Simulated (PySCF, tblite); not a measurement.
# C4H10N2OSi2: geometry, infrared bands and NMR shifts

Aim: predict the infrared bands and NMR shifts of C4H10N2OSi2 (`Cc1ncoc1N([SiH3])[SiH3]`).

Computed with tblite 0.8.0 and PySCF 2.14.0, with density-fitted response routines of our own, on a single molecule in the gas phase. Atoms are numbered from 0 throughout.

## (1) Starting geometry

19 atoms, charge 0, multiplicity 1; geometry from: force field or distance geometry start.

Bonds of the start (Å): C0–C1 1.49, C1–N2 1.35, N2–C3 1.36, C3–O4 1.34, O4–C5 1.33, C5–N6 1.42, N6–Si7 1.80, N6–Si8 1.79, C5–C1 1.38, C0–H9 1.12, C0–H10 1.11, C0–H11 1.09, C3–H12 1.07, Si7–H13 1.46, Si7–H14 1.47, Si7–H15 1.48, Si8–H16 1.48, Si8–H17 1.49, Si8–H18 1.47.

## (2) Optimising the geometry with GFN2-xTB

The job: settings as JSON, then the geometry in Å.

```
{"job": {"kind": "relax", "xc": "GFN2-xTB", "basis": "xTB"}, "charge": 0, "multiplicity": 1}
C      1.830700    -1.488100     0.056900
C      1.561300    -0.022800    -0.059600
N      2.520200     0.921100    -0.160700
C      1.938800     2.149800    -0.245600
O      0.619000     1.957900    -0.160400
C      0.364900     0.655100    -0.057100
N     -0.958400     0.160800     0.037000
Si    -1.475000    -1.131500    -1.106000
Si    -2.133800     0.756600     1.253300
H      2.913800    -1.560300     0.344600
H      1.188000    -1.964700     0.829500
H      1.766000    -1.926900    -0.935800
H      2.396500     3.116500    -0.324500
H     -0.402000    -1.570000    -1.985600
H     -2.051200    -2.236900    -0.334100
H     -2.572600    -0.542300    -1.901400
H     -2.774700     1.997000     0.752200
H     -3.218300    -0.244900     1.415900
H     -1.522800     0.982700     2.574100
```

Started as:

```sh
OMP_NUM_THREADS=1 python probes_run.py task.json out
```

This one command runs all jobs of the session in turn.

**Question.** This job is followed by: GFN2-xTB harmonic vibrations, gas phase; GIAO PBE0/pcSseg-1 NMR shielding, non-relativistic, gas phase. What will the session give for the following? strongest single infrared mode (GFN2-xTB); zero-point energy (GFN2-xTB); 13C shifts against TMS (PBE0/pcSseg-1); 1H shifts against TMS (PBE0/pcSseg-1, means over atoms taken as alike); 15N shifts against NH3 (PBE0/pcSseg-1); 17O shifts against H2O (PBE0/pcSseg-1); 29Si shifts against TMS (PBE0/pcSseg-1, means over atoms taken as alike).

The runs gave:

| quantity | value |
| --- | --- |
| strongest single infrared mode (GFN2-xTB) | 2305 cm⁻¹, 504 km/mol |
| zero-point energy (GFN2-xTB) | 81.2 kcal/mol |
| 13C shifts against TMS (PBE0/pcSseg-1) | 156.3, 144.2, 117.0, 15.2 ppm |
| 1H shifts against TMS (PBE0/pcSseg-1, means over atoms taken as alike) | 7.17, 4.98, 2.67 ppm |
| 15N shifts against NH3 (PBE0/pcSseg-1) | 316.5, 38.7 ppm |
| 17O shifts against H2O (PBE0/pcSseg-1) | 320.9 ppm |
| 29Si shifts against TMS (PBE0/pcSseg-1, means over atoms taken as alike) | -50.6 ppm |

What this shows: Relaxing lowered the energy by 0.665 eV in 166 steps; the close pair that moved most is N2–C3, from 1.362 to 1.285 Å. No mode is imaginary among the 51: a minimum at this level. The strongest single mode, at 2305 cm⁻¹, moves mainly H15 and H17. Unscaled tight-binding wavenumbers are off by several per cent, some by more. Its intensities can rank the bands wrongly. At PBE0/pcSseg-1: The largest span, 424 ppm, is at N2, where the paramagnetic term is -383 ppm. NICS(1)zz of -22 ppm above the planar ring from C1 marks a diatropic (aromatic) ring current.
